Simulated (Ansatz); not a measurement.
**CH5FOSn (SMILES [CH3][SnH]([OH])[F]): B3LYP/def2-SVP (core potential)**

Aim: the vertical ionisation energy of CH5FOSn at B3LYP/def2-SVP (core potential), from 2 runs. 

The calculation is run with Ansatz 0.2.0.

116 further runs of the same task are left out: 116 set aside as unsound or not needed.

## 1. The molecule

The species is CH5FOSn (9 atoms), meant as a singlet with charge 0. SMILES: `[CH3][SnH]([OH])[F]`. The shape is that of a PBE0-D4/def2-TZVP optimisation. This is one conformer, not always the lowest.

Bond lengths: C1–Sn2 2.120 Å, Sn2–O3 1.954 Å, Sn2–F4 1.928 Å, C1–H5 1.090 Å, C1–H6 1.090 Å, C1–H7 1.090 Å, Sn2–H8 1.697 Å, O3–H9 0.960 Å. Some angles: C1–Sn2–O3 112.2°, C1–Sn2–F4 104.4°, O3–Sn2–F4 104.6°, C1–Sn2–H8 121.5°, O3–Sn2–H8 105.6°, F4–Sn2–H8 107.3°, Sn2–C1–H5 109.8°, Sn2–C1–H6 110.0°, Sn2–C1–H7 108.7°, Sn2–O3–H9 113.8°.

## 2. A single-point energy at B3LYP/def2-SVP (core potential)

input.yaml

```yaml
crystal:
  periodic: [false, false, false]
  atoms:
    - {symbol: C, position_ang: [-0.348000, 1.320900, -0.172600]}
    - {symbol: Sn, position_ang: [-0.271200, -0.757400, 0.237600]}
    - {symbol: O, position_ang: [1.527400, -1.346400, 0.725000]}
    - {symbol: F, position_ang: [-0.613200, -1.596000, -1.464600]}
    - {symbol: H, position_ang: [-1.361700, 1.603400, -0.455800]}
    - {symbol: H, position_ang: [-0.043600, 1.885400, 0.708500]}
    - {symbol: H, position_ang: [0.329800, 1.539100, -0.997600]}
    - {symbol: H, position_ang: [-1.308700, -1.477000, 1.371800]}
    - {symbol: H, position_ang: [2.177700, -1.218400, 0.030600]}
basis:
  gaussian: {orbitals: def2-SVP}
hamiltonian: {xc: {name: B3LYP}}
accuracy: high
output: {orbitals: {seedname: orbitals}}
```

Launch:

```bash
$ ansatz run input.yaml --threads 1 --pin off --max-ram 3480MiB --events-out events.jsonl --progress --plain --runs-dir runs
```

Output:

```text
Warning: RAYON_NUM_THREADS=1 ignored (pool sized by the plan → 1); use --threads N
Functional definition: B3LYP
  name "B3LYP"
  parameter a0 = 0.2
  parameter ax = 0.72
  parameter ac = 0.81
  exchange = (1 - a0 - ax)*slater_x + ax*b88_x + a0*exact_x
  correlation = (1 - ac)*vwn_rpa_c + ac*lyp_c
2210 factors; integrals over basis functions are off by at most 3.4e-9 eV
mean field evaluation 1: about -11700.4740 eV, gradient 7.6e1 eV
mean field evaluation 2: about -11677.4829 eV, gradient 1.3e2 eV
mean field evaluation 4: about -11711.7961 eV, gradient 7.7e0 eV
mean field evaluation 8: about -11712.0409 eV, gradient 1.0e0 eV
mean field evaluation 16: about -11712.0432 eV, gradient 4.3e-5 eV
mean field -11712.04317554 eV, -430.4096479929 hartree, gradient 7.4e-8 eV, S^2 0.000000; 0 other end points of the search recorded, 0 dependent functions left out
reference -11712.04321788 eV, -430.4096495491 hartree; 25, 25 occupied and 68, 68 virtual orbitals, 2210 factors
Total energy: -11712.04321788 eV, -430.4096495491 hartree
```

Run time: 11 s. Hardware: 1 thread of Arm Neoverse V1, shared host; peak memory 0.34 GiB.

## 3. The doublet cation at the same level

run.yaml

```yaml
crystal:
  periodic: [false, false, false]
  atoms:
    - {symbol: C, position_ang: [-0.348000, 1.320900, -0.172600]}
    - {symbol: Sn, position_ang: [-0.271200, -0.757400, 0.237600]}
    - {symbol: O, position_ang: [1.527400, -1.346400, 0.725000]}
    - {symbol: F, position_ang: [-0.613200, -1.596000, -1.464600]}
    - {symbol: H, position_ang: [-1.361700, 1.603400, -0.455800]}
    - {symbol: H, position_ang: [-0.043600, 1.885400, 0.708500]}
    - {symbol: H, position_ang: [0.329800, 1.539100, -0.997600]}
    - {symbol: H, position_ang: [-1.308700, -1.477000, 1.371800]}
    - {symbol: H, position_ang: [2.177700, -1.218400, 0.030600]}
basis:
  gaussian:
    orbitals: def2-SVP
accuracy: high
hamiltonian:
  xc: {name: B3LYP}
output:
  orbitals: {seedname: orbitals}
magnetization:
  spin_polarized: true
  initial_magnetization: 1
total_charge: 1
```

Launch:

```bash
$ ansatz run run.yaml --threads 1 --pin off --max-ram 3480MiB --events-out events.jsonl --progress --plain --runs-dir runs
```

Output:

```text
Warning: RAYON_NUM_THREADS=1 ignored (pool sized by the plan → 1); use --threads N
Functional definition: B3LYP
  name "B3LYP"
  parameter a0 = 0.2
  parameter ax = 0.72
  parameter ac = 0.81
  exchange = (1 - a0 - ax)*slater_x + ax*b88_x + a0*exact_x
  correlation = (1 - ac)*vwn_rpa_c + ac*lyp_c
2211 factors; integrals over basis functions are off by at most 3.4e-9 eV
mean field evaluation 1: about -11677.0534 eV, gradient 7.7e1 eV
mean field evaluation 2: about -11551.2792 eV, gradient 1.7e2 eV
mean field evaluation 4: about -11694.5724 eV, gradient 3.7e1 eV
mean field evaluation 8: about -11701.4994 eV, gradient 5.9e-1 eV
mean field evaluation 16: about -11701.6299 eV, gradient 4.0e-2 eV
mean field evaluation 32: about -11701.6300 eV, gradient 1.1e-6 eV
mean field -11701.62999900 eV, -430.0269708135 hartree, gradient 9.0e-8 eV, S^2 0.760108; 2 other end points of the search recorded, 0 dependent functions left out
reference -11701.63004054 eV, -430.0269723402 hartree; 25, 24 occupied and 68, 69 virtual orbitals, 2211 factors
Total energy: -11701.63004054 eV, -430.0269723402 hartree
```

Run time: 25 s. Hardware: 1 thread of Arm Neoverse V1, shared host; peak memory 0.49 GiB.

## 4. Summary of results

At B3LYP/def2-SVP (core potential):

```
                                          quantity          value
                     singlet CH5FOSn: total energy  -430.40965 Eh
                      singlet CH5FOSn: HOMO energy       -7.97 eV
                      singlet CH5FOSn: LUMO energy       -0.36 eV
                    singlet CH5FOSn: HOMO–LUMO gap        7.61 eV
                      doublet cation: total energy  -430.02697 Eh
doublet cation: HOMO energy (highest over α and β)      -14.67 eV
 doublet cation: LUMO energy (lowest over α and β)      -12.81 eV
                              doublet cation: ⟨S²⟩          0.760
vertical ionisation energy (to the doublet cation)      10.413 eV
```

In words: Removing an electron at fixed nuclei costs 10.41 eV (1005 kJ/mol). The negative HOMO energy of the first species, 7.97 eV, lies 2.44 eV below that difference.
